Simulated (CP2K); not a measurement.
Runs of CP2K 2026.2 on In3Se. Symmetry: Pm-3m, No. 221, cubic system. Conventional cell: a = 4.804 Å, b = 4.804 Å, c = 4.804 Å, α = 90.00°, β = 90.00°, γ = 90.00°. Around In (site symmetry 4/mmm) lie 8 In at 3.40 Å and 4 Se at 3.40 Å. Se (site symmetry m-3m) is surrounded by 12 In at 3.40 Å. The cell comes from a database or a generator and needn't be the stable form of this composition.

| level | potentials or basis | smearing | EPS_DEFAULT | NGRIDS | points a segment of the path (NPOINTS) | bands added on the path | CUTOFF of the grids | gap on the mesh (eV) | pressure (GPa) |
| --- | --- | --- | --- | --- | --- | --- | --- | --- | --- |
| PBE | POTENTIAL_UZH In GTH-PBE-q13, Se GTH-PBE-q6; TZVP-MOLOPT-PBE-GTH basis | fermi-dirac 0.05 eV | 1.0E-10 | 4 | 10 | 2 | 450 Ry | none | -0.1 |
| PBEsol | POTENTIAL_UZH In GTH-PBE-q13, Se GTH-PBE-q6; TZVP-MOLOPT-PBE-GTH basis | fermi-dirac 0.05 eV | 1.0E-9 | 5 | 8 | 4 | 450 Ry | none | -2.6 |
| r2SCAN | POTENTIAL_UZH In GTH-SCAN-q13, Se GTH-SCAN-q6; TZVP-MOLOPT-SCAN-GTH basis | fermi-dirac 0.1 eV | 1.0E-10 | 5 | 10 | 2 | 675 Ry | none | (a) |
| LDA | GTH_POTENTIALS In GTH-PADE-q13, Se GTH-PADE-q6; TZVP-MOLOPT-PBE-GTH basis | fermi-dirac 0.1 eV | 1.0E-9 | 5 | 6 | 4 | 450 Ry | none | -4.1 |

Alike in all rows: task band structure; no spin polarisation; cell as given; k mesh 6 × 6 × 6.

Fill in the values left out.

(a) -1.1.

Caveats: spin-orbit coupling is left out, which moves the levels of the heavy elements; the basis of atomic orbitals isn't converged, which shifts pressures, moduli and gaps; the potentials were made for another functional, which shifts forces and pressure (some runs).

A k mesh can miss the band edges, and the runs leave out spin-orbit coupling on In, Se.

A gap of «none» marks a metal or a gap under the smearing width.
